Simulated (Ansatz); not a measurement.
# ZnO4: the cost of one run

Program: Ansatz 0.2.0. Level of theory: DFT PBE, scalar-relativistic, plane waves, PAW. These are calculated values, not measurements.

### 1 Starting point

Symmetry: Im-3m, No. 229, cubic system. Conventional cell: a = 4.605 Å, b = 4.605 Å, c = 4.605 Å, α = 90.00°, β = 90.00°, γ = 90.00°. Around Zn (site symmetry m-3m) lie 8 O at 1.99 Å. O (site symmetry -3m) is surrounded by 2 Zn at 1.99 Å.

Coordinates:

```cif
data_structure
_symmetry_space_group_name_H-M 'P 1'
_symmetry_Int_Tables_number 1
_cell_length_a 3.9881
_cell_length_b 3.9881
_cell_length_c 3.9881
_cell_angle_alpha 109.471
_cell_angle_beta 109.471
_cell_angle_gamma 109.471
_cell_volume 48.83
loop_
_atom_site_label
_atom_site_type_symbol
_atom_site_fract_x
_atom_site_fract_y
_atom_site_fract_z
_atom_site_occupancy
Zn1 Zn 0.00000 0.00000 0.00000 1
O1 O 0.50000 0.50000 0.50000 1
O2 O 0.50000 0.00000 0.00000 1
O3 O 0.00000 0.00000 0.50000 1
O4 O 0.00000 0.50000 0.00000 1
```

The cell is invented: species swapped into a database cell of Hg4Pt (Im-3m, No. 229), with O on the Hg sites and Zn on the Pt sites. The dimensions are guesses.

### 2 The guess as it stands, on a coarse mesh

Contents of input.yaml:

```yaml
crystal:
  lattice:
    - [-2.30255589, 2.30255589, 2.30255589]
    - [2.30255589, -2.30255589, 2.30255589]
    - [2.30255589, 2.30255589, -2.30255589]
  atoms:
    - { symbol: Zn, position: [0.0, 0.0, 0.0] }
    - { symbol: O, position: [0.5, 0.5, 0.5] }
    - { symbol: O, position: [0.5, 0.0, 0.0] }
    - { symbol: O, position: [0.0, 0.0, 0.5] }
    - { symbol: O, position: [0.0, 0.5, 0.0] }
basis:
  ecutwfc: 420
kpoints:
  mp_grid: { grid: [6, 6, 6] }
hamiltonian:
  xc: pbe
scf:
  occupations: { method: gaussian, width: 0.1 }
  lower_state_search: "off"
output:
  forces: true
  stress: true
  eigenvalues: true
```

Launch:

```console
$ ansatz run input.yaml --threads 1 --pin off --max-ram 2560MiB --backend cpu --events-out ev --progress --plain --runs-dir out
```

What time and memory should one allow on 1 thread of AMD EPYC (Zen 3), shared host?

About 2.6 s, with a peak of 0.32 GiB.
